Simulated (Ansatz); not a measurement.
# AlGaH2+ (doublet): the correlation ladder, cc-pVDZ

The task here is to estimate one member of a computed series from the others.

Computed with Ansatz 0.2.0, Gaussian basis. Level: cc-pVDZ, core rule «outside noble gas», up to 19 orbitals frozen.

Plan: UHF; CCSD(T) on ROHF; CCSD(T) on UHF; BCCD(T) on ROHF; CISD; CCSDT(Q) on ROHF; CCSDT(Q) on UHF; CISDTQ; CCSDTQ on ROHF; CCSDTQ on UHF.

15 further runs of the same task are left out: 8 for a known fault of the program, 1 that didn't finish, 6 set aside as unsound or not needed.

### The system

The geometry is a PBE0/def2-TZVP stationary point (not a proven minimum) of the parent state, kept for this charge and spin. No spin-orbit coupling is included. The filled d shell of Ga may be among the frozen orbitals whatever the setting's name suggests; the logs give the count.

4 atoms, charge 1, spin multiplicity 2.

Atoms are counted from 1 here; the program's logs count them from 0.

Bond lengths: Al1–Ga2 2.484 Å, Ga2–H3 1.566 Å, Ga2–H4 1.566 Å. Angles: Al1–Ga2–H3 116.1°, Al1–Ga2–H4 116.1°, H3–Ga2–H4 127.9°.

The first run:

The input, in.yaml:

```yaml
crystal:
  periodic: [false, false, false]
  atoms:
    - {symbol: Al, position_ang: [0.000000, 0.000000, 1.818997]}
    - {symbol: Ga, position_ang: [0.000000, 0.000000, -0.664806]}
    - {symbol: H, position_ang: [0.000000, 1.407254, -1.352806]}
    - {symbol: H, position_ang: [0.000000, -1.407254, -1.352806]}
basis:
  gaussian: {orbitals: cc-pVDZ}
total_charge: 1
magnetization: {spin_polarized: true, initial_magnetization: 1}
hamiltonian: {xc: hf}
output: {orbitals: {seedname: orbitals}}
```

The run is started by

```sh
$ ansatz run in.yaml --threads 1 --pin off --events-out ev --progress --plain --max-ram 4096MiB --backend cpu
```

Among the steps run: UHF; CCSD(T) on ROHF; CCSD(T) on UHF; BCCD(T) on ROHF; CISD; CCSDT(Q) on ROHF; CCSDT(Q) on UHF; CISDTQ; CCSDTQ on ROHF; CCSDTQ on UHF.

One table of the session follows, with a row left open; its other results are not shown here.

It belongs to the step «Misses and costs». 

```
   method  from UCCSDTQ (kJ/mol)
     ROHF                 +320.2
      UHF                 +308.8
     RMP2                  +90.4
     UMP2                  +89.2
     CISD                  +26.8
    RCCSD                   +9.2
    UCCSD                      ?
 RCCSD(T)                   +2.6
 UCCSD(T)                   +2.4
  BCCD(T)                   +2.6
   RCCSDT                   +0.4
   UCCSDT                   +0.3
   CISDTQ                   +1.0
RCCSDT(Q)                   +0.2
UCCSDT(Q)                   +0.1
  RCCSDTQ                   +0.2
  UCCSDTQ                      0
```

Q: Estimate the row for UCCSD from the others.

**Answer.** from UCCSDTQ (kJ/mol): +8.5. In the column «from UCCSDTQ (kJ/mol)» it lies between BCCD(T) (+2.6) and RCCSD (+9.2).

Limits of these values: Restricted and unrestricted rows rest on different reference determinants; where their highest levels disagree by more than a few hundredths of an eV, they describe different states and don't form one ladder.
